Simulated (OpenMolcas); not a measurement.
**Pb³⁺: CASSCF and CASPT2 terms and fine-structure levels**

Which level of Pb³⁺ lies lowest, and where do the others fall? The reference wave functions come first, then spin-orbit coupling, then second-order correlation under several settings.

Program: OpenMolcas 26.06. Level of theory: state-averaged CASSCF and CASPT2, spin-orbit coupling by RASSI with atomic mean-field integrals. These are calculated values, not measurements, unless marked.

### Step 1. The system

- Species: Pb³⁺ (lead, Z = 82, 79 electrons)
- Basis: ANO-R1 [7s6p4d2f], 59 functions
- Scalar Hamiltonian: X2C, finite nucleus
- Inactive shells: 1s 2s 2p 3s 3p 3d 4s 4p 4d 4f 5s 5p 5d
- Active space: 1 electron in 4 orbitals (6s 6p)
- Some configurations of this space: 6p, 6s
- Orbitals: optimised for the highest spin of each parity, averaged over the low roots

The outer shells:

6p
```
6p [↑ ][  ][  ]
```

6s
```
6s [↑ ]
```

The work runs as a chain of OpenMolcas steps in one folder; each step below is one input file. Labels, J, g values, rates, χT and fits are worked out afterwards by a script from the matrices that RASSI stores.

### Step 2. One- and two-electron integrals

File a.inp:

```
&GATEWAY
Coord
1

Pb 0.0 0.0 0.0
Basis=ANO-R1
Group=XYZ
NoMove
AngMom=0.0 0.0 0.0
AMFI
&SEWARD
```

Run with:

```console
$ OMP_NUM_THREADS=1 MOLCAS_MEM=2252 MOLCAS_PROJECT=a pymolcas a.inp > a.log
```

### Step 3. Reference wave functions, doublets of even parity, 1 root

File a.inp:

```
&RASSCF
FileOrb=start.orb
Symmetry=1
Spin=2
nActEl=1 0 0
Inactive=20 19
Ras2=1 3
CIRoot=1 1 1
SDav=1
CIMx=300
Iter=120 100
PrWF=0.3
OrbListing=Nothing
MaxOrb=0
Atom
>>> COPY $Project.JobIph JOB001
```

start.orb holds the contracted functions of the basis, ordered by shell, or the orbitals of the step before.

### Step 4. CASSCF: doublets of odd parity, 3 roots

File a.inp:

```
&RASSCF
FileOrb=start.orb
Symmetry=2
Spin=2
nActEl=1 0 0
Inactive=20 19
Ras2=1 3
CIRoot=3 3 1
SDav=3
CIMx=300
Iter=120 100
PrWF=0.3
OrbListing=Nothing
MaxOrb=0
Atom
>>> COPY $Project.JobIph JOB002
```

### Step 5. State interaction with spin-orbit coupling

File a.inp:

```
&RASSI
NrOfJobIphs=2 1 3
1
1 2 3
IphNames
JOB001
JOB002
EJob
SpinOrbit
DIPRint=1.0
SOCoupling=1000.0
Subsets=2
MEES
Property=10
'ANGMOM' 1 'ANGMOM' 2 'ANGMOM' 3 'MLTPL  1' 1 'MLTPL  1' 2 'MLTPL  1' 3
'AMFI' 1 'AMFI' 2 'AMFI' 3 'MLTPL  2' 6
SOProperty=3
'ANGMOM' 1 'ANGMOM' 2 'ANGMOM' 3
```

### Step 6. CASPT2: IPEA 0.2, sigma2 regulariser 0.05 (closed shells correlated: 4f 5s 5p 5d)

File a.inp:

```
>>> COPY JOB001 $Project.JobIph
&CASPT2
Multistate=1 1
Frozen=14 9
IPEA=0.2
Sig2=0.05
MaxIter=60
WThr=0.0 0.3 0.05
PrWF=0.5
NoMix
>>> COPY JOB002 $Project.JobIph
&CASPT2
Multistate=3 1 2 3
Frozen=14 9
IPEA=0.2
Sig2=0.05
MaxIter=60
WThr=0.0 0.3 0.05
PrWF=0.5
NoMix
```

### Step 7. CASPT2: IPEA 0.75, sigma2 regulariser 0.25 (closed shells correlated: 5d)

File a.inp:

```
>>> COPY JOB001 $Project.JobIph
&CASPT2
Multistate=1 1
Frozen=15 19
IPEA=0.75
Sig2=0.25
MaxIter=60
WThr=0.0 0.3 0.05
PrWF=0.5
NoMix
>>> COPY JOB002 $Project.JobIph
&CASPT2
Multistate=3 1 2 3
NoMult
Frozen=15 19
IPEA=0.75
Sig2=0.25
MaxIter=60
WThr=0.0 0.3 0.05
PrWF=0.5
NoMix
```

### Step 8. CASPT2: IPEA 0.4, sigma1 regulariser 0.25 (closed shells correlated: 4f 5s 5p 5d)

File a.inp:

```
>>> COPY JOB001 $Project.JobIph
&CASPT2
Multistate=1 1
Frozen=14 9
IPEA=0.4
Sig1=0.25
MaxIter=60
WThr=0.0 0.3 0.05
PrWF=0.5
NoMix
>>> COPY JOB002 $Project.JobIph
&CASPT2
Multistate=3 1 2 3
Frozen=14 9
IPEA=0.4
Sig1=0.25
MaxIter=60
WThr=0.0 0.3 0.05
PrWF=0.5
NoMix
```

(Steps that only read results are left out.)

Before running it: what results should come out? Wanted: lowest level; first excited level; strongest of the lines computed, by gA, at SS-CASPT2 energies.

The runs gave:

| quantity | value |
| --- | --- |
| method | SS-CASPT2, IPEA 0.2, sigma2 regulariser 0.05 (closed shells correlated: 4f 5s 5p 5d) |
| lowest level | 6s ²S_1/2, 100 % of that term, g = 2.002 |
| ground level listed by NIST | 2S1/2 |
| first excited level | 6p ²P°_1/2 at 9.522 eV |
| strongest of the lines computed, by gA, at SS-CASPT2 energies | 6p ²P°_3/2 → 6s ²S_1/2, 103.3 nm, A = 3.34e+09 s⁻¹ |

Cost and accuracy by method:

```tsv
method	time of its own steps	time with the reference	mean absolute difference from the measured levels (cm-1)
A. CASSCF	6.2 s	6.2 s	2500
B. SS-CASPT2, IPEA 0.2, sigma2 regulariser 0.05, +4f 5s 5p 5d	0.98 s	7.2 s	510
C. SS-CASPT2, IPEA 0.75, sigma2 regulariser 0.25, +5d	0.73 s	6.9 s	510
D. SS-CASPT2, IPEA 0.4, sigma1 regulariser 0.25, +4f 5s 5p 5d	0.98 s	7.2 s	510
```

Times are of one thread on a shared host.

In words: Method B lies closest to the measured levels (510 cm⁻¹ on average, level with C, level with D) and A farthest (2500). Only the configurations of the active space and the roots asked for are present. The basis is small and contracted for the neutral atom, so it is rough for this charge. Spin-orbit splittings of 6p shells come out too small at this level. Levels of other configurations are missing from the list.
